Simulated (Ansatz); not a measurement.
**One shape, several levels: doublet CH6ClNSi+**

Wanted: a comparison of 6 runs (U-wB97X/6-31G*, UB2PLYP/6-31G*, UB3LYP/6-31G*, UBLYP/6-31G*, UCCSD/6-31G*, UCCSD(T)/6-31G*) of doublet CH6ClNSi+. 

The calculation is run with Ansatz 0.2.0.

128 further runs of the same task are left out: 128 set aside as unsound or not needed.

## (1) The structure to begin with

The species is CH6ClNSi+ (10 atoms), meant as a doublet with charge +1. As SMILES of the parent species, `C[SiH](N)Cl`. The shape is that of a PBE0-D4/def2-TZVP optimisation. This is one conformer, not always the lowest. That shape belongs to the parent species and isn't relaxed for this state.

Bond lengths: C1–Si2 1.853 Å, Si2–N3 1.706 Å, Si2–Cl4 2.081 Å, C1–H5 1.092 Å, C1–H6 1.092 Å, C1–H7 1.093 Å, Si2–H8 1.480 Å, N3–H9 1.008 Å, N3–H10 1.008 Å. Some angles: C1–Si2–N3 110.0°, C1–Si2–Cl4 106.9°, N3–Si2–Cl4 113.8°, C1–Si2–H8 113.9°, N3–Si2–H8 107.4°, Cl4–Si2–H8 105.0°, Si2–C1–H5 110.6°, Si2–C1–H6 110.4°, Si2–C1–H7 110.6°, Si2–N3–H9 120.0°.

## (2) The energy at U-wB97X/6-31G(d) (spherical functions) (run 1)

molecule.yaml

```yaml
crystal:
  periodic: [false, false, false]
  atoms:
    - {symbol: C, position_ang: [-0.924300, 0.960300, -0.429600]}
    - {symbol: Si, position_ang: [-0.055600, -0.637600, -0.073400]}
    - {symbol: N, position_ang: [1.200800, -0.379200, 1.050800]}
    - {symbol: Cl, position_ang: [0.594900, -1.392500, -1.900800]}
    - {symbol: H, position_ang: [-1.720000, 0.809500, -1.161600]}
    - {symbol: H, position_ang: [-1.359500, 1.369700, 0.485000]}
    - {symbol: H, position_ang: [-0.226900, 1.694300, -0.841400]}
    - {symbol: H, position_ang: [-0.936500, -1.689500, 0.482600]}
    - {symbol: H, position_ang: [1.847500, 0.382600, 0.917600]}
    - {symbol: H, position_ang: [1.662700, -1.168700, 1.473800]}
basis:
  gaussian:
    orbitals: 6-31G_st_-spherical.json
hamiltonian:
  xc: {name: wB97X}
accuracy: high
output: {orbitals: {seedname: orbitals}}
magnetization:
  spin_polarized: true
  initial_magnetization: 1
total_charge: 1
```

The basis set 6-31G* is read from a file made from the Basis Set Exchange's data (not shown).

The run is started by

```sh
$ ansatz run molecule.yaml --threads 1 --pin off --max-ram 3480MiB --events-out events.jsonl --progress --plain --runs-dir runs
```

Log:

```text
Warning: RAYON_NUM_THREADS=1 ignored (pool sized by the plan → 1); use --threads N
Functional definition: wB97X
  name "wB97X"
  parameter omega = 0.3/bohr
  parameter cx = 0.157706
  parameter cx1 = 0.726479
  parameter cx2 = 1.04760
  parameter cx3 = -5.70635
  parameter cx4 = 13.2794
  parameter css1 = -4.33879
  parameter css2 = 18.2308
  parameter css3 = -31.7430
  parameter css4 = 17.2901
  parameter cos1 = 2.37031
  parameter cos2 = -11.3995
  parameter cos3 = 6.58405
  parameter cos4 = -3.78132
  exchange = spin_sum(e_x_unif_sr(omega)*poly(b97_u_x, 1 - cx, cx1, cx2, cx3, cx4)) + cx*exact_x_sr(omega)
      + exact_x_lr(omega)
  correlation = spin_sum(e_c_pw_same_spin*poly(b97_u_same, 1, css1, css2, css3, css4))
      + integral(e_c_pw_opposite_spin*poly(b97_u_opposite, 1, cos1, cos2, cos3, cos4))
1773 factors; integrals over basis functions are off by at most 3.6e-9 eV
360 factors; integrals over basis functions are off by at most 2.4e-9 eV
mean field evaluation 1: about -23006.5841 eV, gradient 4.3e1 eV
mean field evaluation 2: about -23001.7804 eV, gradient 5.2e1 eV
mean field evaluation 4: about -23014.7115 eV, gradient 2.1e0 eV
mean field evaluation 8: about -23014.9098 eV, gradient 1.4e0 eV
mean field evaluation 16: about -23015.4427 eV, gradient 1.4e-2 eV
mean field evaluation 32: about -23014.0220 eV, gradient 1.2e1 eV
mean field -23015.44269710 eV, -845.8019186911 hartree, gradient 2.1e-8 eV, S^2 0.759674; 4 other end points of the search recorded, 0 dependent functions left out
reference -23015.44269442 eV, -845.8019185926 hartree; 25, 24 occupied and 51, 52 virtual orbitals, 1773 factors
Total energy: -23015.44269442 eV, -845.8019185926 hartree
```

Run time: 62 s. Hardware: 1 thread of Arm Neoverse V2, shared host; peak memory 0.84 GiB.

## (3) The energy at UB2PLYP/6-31G(d) (spherical functions) (run 2)

molecule.yaml, as its differences from that of step 2:

```diff
@@ -5,3 +5,3 @@
     - {symbol: Si, position_ang: [-0.055600, -0.637600, -0.073400]}
-    - {symbol: N, position_ang: [1.200800, -0.379200, 1.050800]}
+    - {symbol: "N", position_ang: [1.200800, -0.379200, 1.050800]}
     - {symbol: Cl, position_ang: [0.594900, -1.392500, -1.900800]}
@@ -14,11 +14,8 @@
 basis:
-  gaussian:
-    orbitals: 6-31G_st_-spherical.json
-hamiltonian:
-  xc: {name: wB97X}
+  gaussian: {orbitals: 6-31G_st_-spherical.json}
+magnetization: {spin_polarized: true, initial_magnetization: 1}
+hamiltonian: {xc: {name: B2PLYP}}
 accuracy: high
+total_charge: 1
 output: {orbitals: {seedname: orbitals}}
-magnetization:
-  spin_polarized: true
-  initial_magnetization: 1
-total_charge: 1
+correlation: {frozen_orbitals: {C: 1, Cl: 5, H: 0, "N": 1, Si: 5}}
```

The basis set 6-31G* is read from a file made from the Basis Set Exchange's data (not shown).

The run is started by

```sh
$ ansatz run molecule.yaml --threads 1 --pin off --max-ram 3480MiB --events-out events.jsonl --progress --plain --runs-dir runs
```

Log (excerpt; [...] marks lines left out):

```text
Warning: RAYON_NUM_THREADS=1 ignored (pool sized by the plan → 1); use --threads N
Functional definition: B2PLYP
  name "B2PLYP"
[...]
1773 factors; integrals over basis functions are off by at most 3.6e-9 eV
[...]
mean field -23001.43770976 eV, -845.2872448992 hartree, gradient 3.7e-8 eV, S^2 0.760939; 4 other end points of the search recorded, 0 dependent functions left out
12 core orbitals not correlated: weight in the atoms' cores, before any rotation towards them, 1.000 or more for the frozen orbitals, at most 0.000 for the correlated occupied ones
reference -23001.43773402 eV, -845.2872457909 hartree; 13, 12 occupied and 51, 52 virtual orbitals, 1773 factors
second order -15.64135578 eV of doubles, -0.00000000 eV of singles
Total energy: -23005.66090009 eV, -845.4424442811 hartree
```

Wall time 19 s (1 thread of Arm Neoverse V2, shared host); peak memory 0.4 GiB.

Runs 3 to 5 aren't shown in full; the table further down has their settings and results.

## (4) A single-point energy at UCCSD(T)/6-31G(d) (spherical functions) (run 6)

molecule.yaml

```yaml
crystal:
  periodic: [false, false, false]
  atoms:
    - symbol: C
      position_ang: [-0.924300, 0.960300, -0.429600]
    - symbol: Si
      position_ang: [-0.055600, -0.637600, -0.073400]
    - symbol: N
      position_ang: [1.200800, -0.379200, 1.050800]
    - symbol: Cl
      position_ang: [0.594900, -1.392500, -1.900800]
    - symbol: H
      position_ang: [-1.720000, 0.809500, -1.161600]
    - symbol: H
      position_ang: [-1.359500, 1.369700, 0.485000]
    - symbol: H
      position_ang: [-0.226900, 1.694300, -0.841400]
    - symbol: H
      position_ang: [-0.936500, -1.689500, 0.482600]
    - symbol: H
      position_ang: [1.847500, 0.382600, 0.917600]
    - symbol: H
      position_ang: [1.662700, -1.168700, 1.473800]
basis:
  gaussian: {orbitals: 6-31G_st_-spherical.json}
total_charge: 1
magnetization: {spin_polarized: true, initial_magnetization: 1}
correlation: {method: ccsd_t, frozen_orbitals: {C: 1, Cl: 5, H: 0, "N": 1, Si: 5}}
accuracy: high
scf: {omitted_lower_state_checks: [cluster_reference, increment]}
```

The basis set 6-31G* is read from a file made from the Basis Set Exchange's data (not shown).

The run is started by

```sh
$ ansatz run molecule.yaml --threads 1 --pin off --max-ram 3480MiB --events-out events.jsonl --progress --plain --runs-dir runs
```

Log:

```text
Warning: RAYON_NUM_THREADS=1 ignored (pool sized by the plan → 1); use --threads N
[... 15 lines left out ...]
12 core orbitals not correlated: weight in the atoms' cores, before any rotation towards them, 1.000 or more for the frozen orbitals, at most 0.000 for the correlated occupied ones
[... 41 lines left out ...]
Total energy: -22979.90123966 eV, -844.4957942209 hartree
Checks for a lower state left out: cluster_reference, increment
```

Wall time 59 s (1 thread of Arm Neoverse V2, shared host); peak memory 0.59 GiB.

## (5) All runs side by side

| run | level | frozen core orbitals | energy (Eh) | HOMO energy (eV) | LUMO energy (eV) | ⟨S²⟩ | wall time |
| --- | --- | --- | --- | --- | --- | --- | --- |
| 1 | U-wB97X/6-31G* (spherical functions) | – | -845.801919 | -16.13 | -10.32 | 0.760 | 62 s |
| 2 | UB2PLYP/6-31G* (spherical functions) | 12 | -845.442444 | -14.83 | -10.57 | 0.761 | 19 s |
| 3 | UB3LYP/6-31G* (spherical functions) | – | -845.878826 | -13.70 | -12.45 | 0.758 | 37 s |
| 4 | UBLYP/6-31G* (spherical functions) | – | -845.791179 | -12.65 | -12.63 | 0.753 | 22 s |
| 5 | UCCSD/6-31G* (spherical functions) | 12 | -844.482779 | – | – | 0.761 | 50 s |
| 6 | UCCSD(T)/6-31G* (spherical functions) | 12 | -844.495794 | – | – | 0.761 | 59 s |

## (6) Outcome

```
                                           quantity          value
                                run 6: total energy  -844.49579 Eh
run 6: correlation energy (12 core orbitals frozen)     -530.4 mEh
                              run 6: (T) correction     -13.02 mEh
           run 6: ⟨S²⟩ of the reference determinant          0.761
                               run 6: T1 diagnostic          0.027
```

Totals of different functionals can't be ranked against each other. All runs together took 4.1 min, the longest 62 s.
